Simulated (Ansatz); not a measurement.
# UBLYP/def2-SVP run of CH6AlOSi (SMILES [CH3][Al][O][SiH3])

What is the vertical doublet–quartet gap of CH6AlOSi at UBLYP/def2-SVP? 

The results are computed with Ansatz 0.2.0.

105 further runs of the same task are left out: 105 set aside as unsound or not needed.

### Step 1. Starting point

CH6AlOSi has 10 atoms, charge 0, and is taken as a doublet. SMILES: `[CH3][Al][O][SiH3]`. Geometry: relaxed at PBE0-D4/def2-TZVP. This is one conformer, not always the lowest.

Bond lengths: C1–Al2 1.967 Å, Al2–O3 1.696 Å, O3–Si4 1.625 Å, C1–H5 1.095 Å, C1–H6 1.095 Å, C1–H7 1.091 Å, Si4–H8 1.489 Å, Si4–H9 1.487 Å, Si4–H10 1.488 Å. Some angles: C1–Al2–O3 116.4°, Al2–O3–Si4 163.5°, Al2–C1–H5 108.9°, Al2–C1–H6 109.0°, Al2–C1–H7 113.2°, O3–Si4–H8 111.1°, O3–Si4–H9 110.0°, O3–Si4–H10 110.0°, H5–C1–H6 107.8°, H5–C1–H7 108.9°.

### Step 2. The energy at UBLYP/def2-SVP

File input.yaml:

```yaml
crystal:
  periodic: [false, false, false]
  atoms:
    - {symbol: C, position_ang: [0.243800, 1.981800, -1.341400]}
    - {symbol: Al, position_ang: [1.086500, 0.300600, -0.766100]}
    - {symbol: O, position_ang: [0.194200, -0.660700, 0.309100]}
    - {symbol: Si, position_ang: [-0.287900, -1.859400, 1.294000]}
    - {symbol: H, position_ang: [-0.701000, 1.751800, -1.844500]}
    - {symbol: H, position_ang: [0.014800, 2.586100, -0.457700]}
    - {symbol: H, position_ang: [0.869800, 2.566000, -2.016900]}
    - {symbol: H, position_ang: [0.686800, -2.984600, 1.283800]}
    - {symbol: H, position_ang: [-1.611000, -2.377800, 0.854700]}
    - {symbol: H, position_ang: [-0.413000, -1.355000, 2.687900]}
basis:
  gaussian:
    orbitals: def2-SVP
magnetization:
  spin_polarized: true
  initial_magnetization: 1
hamiltonian:
  xc: {name: BLYP}
accuracy: high
output: {orbitals: {seedname: orbitals}}
```

The run is started by

```bash
ansatz run input.yaml --threads 1 --pin off --max-ram 3480MiB --events-out events.jsonl --progress --plain --runs-dir runs
```

Output:

```text
Warning: RAYON_NUM_THREADS=1 ignored (pool sized by the plan → 1); use --threads N
Functional definition: BLYP
  name "BLYP"
  parameter beta = 0.0042
  parameter a = 0.04918
  parameter b = 0.132
  parameter c = 0.2533
  parameter d = 0.349
  exchange = b88_x(beta = beta)
  correlation = lyp_c(a = a, b = b, c = c, d = d)
2093 factors; integrals over basis functions are off by at most 7.8e-9 eV
mean field evaluation 1: about -17633.2004 eV, gradient 6.1e1 eV
mean field evaluation 2: about -17545.0812 eV, gradient 1.4e2 eV
mean field evaluation 4: about -17648.4034 eV, gradient 1.4e1 eV
mean field evaluation 8: about -17649.4122 eV, gradient 1.6e-1 eV
mean field evaluation 16: about -17649.4124 eV, gradient 2.5e-5 eV
mean field -17649.41235323 eV, -648.6039407798 hartree, gradient 5.6e-8 eV, S^2 0.751469; 0 other end points of the search recorded, 0 dependent functions left out
reference -17649.41241590 eV, -648.6039430828 hartree; 24, 23 occupied and 70, 71 virtual orbitals, 2093 factors
Total energy: -17649.41241590 eV, -648.6039430828 hartree
```

Wall time 10 s (1 thread of Arm Neoverse V2, shared host); peak memory 0.32 GiB.

### Step 3. The quartet, same level

File in.yaml:

```yaml
crystal:
  periodic: [false, false, false]
  atoms:
    - {symbol: C, position_ang: [0.243800, 1.981800, -1.341400]}
    - {symbol: Al, position_ang: [1.086500, 0.300600, -0.766100]}
    - {symbol: O, position_ang: [0.194200, -0.660700, 0.309100]}
    - {symbol: Si, position_ang: [-0.287900, -1.859400, 1.294000]}
    - {symbol: H, position_ang: [-0.701000, 1.751800, -1.844500]}
    - {symbol: H, position_ang: [0.014800, 2.586100, -0.457700]}
    - {symbol: H, position_ang: [0.869800, 2.566000, -2.016900]}
    - {symbol: H, position_ang: [0.686800, -2.984600, 1.283800]}
    - {symbol: H, position_ang: [-1.611000, -2.377800, 0.854700]}
    - {symbol: H, position_ang: [-0.413000, -1.355000, 2.687900]}
basis:
  gaussian: {orbitals: def2-SVP}
magnetization: {spin_polarized: true, initial_magnetization: 3}
hamiltonian: {xc: {name: BLYP}}
accuracy: high
output: {orbitals: {seedname: orbitals}}
```

The run is started by

```bash
ansatz run in.yaml --threads 1 --pin off --max-ram 3480MiB --events-out events.jsonl --progress --plain --runs-dir runs
```

Output (excerpt; [...] marks lines left out):

```text
Warning: RAYON_NUM_THREADS=1 ignored (pool sized by the plan → 1); use --threads N
[... 2 set-up lines as earlier in the session ...]
[...]
2093 factors; integrals over basis functions are off by at most 7.8e-9 eV
[...]
mean field -17643.69790668 eV, -648.3939387426 hartree, gradient 2.7e-8 eV, S^2 3.752566; 6 other end points of the search recorded, 0 dependent functions left out
reference -17643.69796903 eV, -648.3939410337 hartree; 25, 22 occupied and 69, 72 virtual orbitals, 2093 factors
Total energy: -17643.69796903 eV, -648.3939410337 hartree
```

Run time: 42 s. Hardware: 1 thread of Arm Neoverse V2, shared host; peak memory 0.34 GiB.

### Step 4. Outcome

At UBLYP/def2-SVP:

```
                                        quantity          value
                           doublet: total energy  -648.60394 Eh
     doublet: HOMO energy (highest over α and β)       -4.15 eV
      doublet: LUMO energy (lowest over α and β)       -2.94 eV
                                   doublet: ⟨S²⟩          0.751
                           quartet: total energy  -648.39394 Eh
     quartet: HOMO energy (highest over α and β)       -1.58 eV
                                   quartet: ⟨S²⟩          3.753
vertical energy of the quartet above the doublet       5.714 eV
```

What this shows: At this shape the quartet lies 5.71 eV (132 kcal/mol) above the doublet.
